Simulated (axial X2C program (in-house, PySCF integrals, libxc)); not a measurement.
# ClSnCl⁻: bond lengths and stretches, held linear

An exercise on one series of results from a longer session: the logs are not shown, and one member is left open.

Program: an in-house X2C program for linear molecules on PySCF integrals. Level of theory: all-electron X2C, two-component (2c) or spin-free, Cl dyall-av3z, Sn dyall-v3z. These are calculated values, not measurements.

All values are calculated.

2 further runs of the same task are left out: 2 set aside as unsound or not needed.

The first run:

The input, task.json:

```json
{"zs": [17, 50, 17], "q": -1, "bas": ["dyall-av3z", "dyall-v3z", "dyall-av3z"], "r0": [2.39, 2.39], "symm": 1, "scan": ["PBE0", "HF", "PBE"], "levels": ["PBE0", "HF", "TPSSh"], "nst": 2}
```

Keys: zs atomic numbers; q charge; bas basis sets; r0 starting distance in Å; symm equal bonds; scan levels of the two-bond scan (MP2 follows by itself at each HF point); levels methods; nst determinants followed.

On the command line:

```sh
$ python solin.py task.json out
```

Masses Cl 34.969, Sn 119.902, Cl 34.969 u.

Among the steps run: Scan at PBE0, 2c; Scan at HF, 2c; Scan at PBE, 2c.

One table of the session follows, with a row left open; its other results are not shown here.

| level | r(Cl–Sn) (Å) | r(Sn–Cl) (Å) | lower stretch (cm⁻¹) | upper stretch (cm⁻¹) |
| --- | --- | --- | --- | --- |
| PBE0, 2c | 2.687 | 2.687 | 177.6 | 202.5 |
| HF, 2c | 2.768 | 2.768 | 125.7 | 192.0 |
| PBE, 2c | 2.703 | 2.703 | 180.3 | 198.3 |
| MP2, 2c | 2.675 | 2.675 | 185.6 | 208.1 |
| PBE0, spin-free | 2.682 | 2.682 | 178.8 | 203.5 |
| HF, spin-free | ? | ? | ? | ? |
| PBE, spin-free | 2.699 | 2.699 | 181.5 | 199.4 |
| MP2, spin-free | 2.670 | 2.670 | 186.8 | 209.2 |

**Question.** Estimate the row for HF, spin-free.

**Answer.** r(Cl–Sn) (Å): 2.763; r(Sn–Cl) (Å): 2.763; lower stretch (cm⁻¹): 127.3; upper stretch (cm⁻¹): 193.3. In the column «r(Cl–Sn) (Å)» it lies between PBE, 2c (2.703) and HF, 2c (2.768).

Scans not shown above were run alike.

To keep in mind: For an anion the highest level of a functional can be positive, and the basis then holds the extra electron. The molecule was held linear; bending was not examined, so a bent shape may lie lower. Note: functional without a current term on a determinant with orbital currents, of the molecule or an atom.
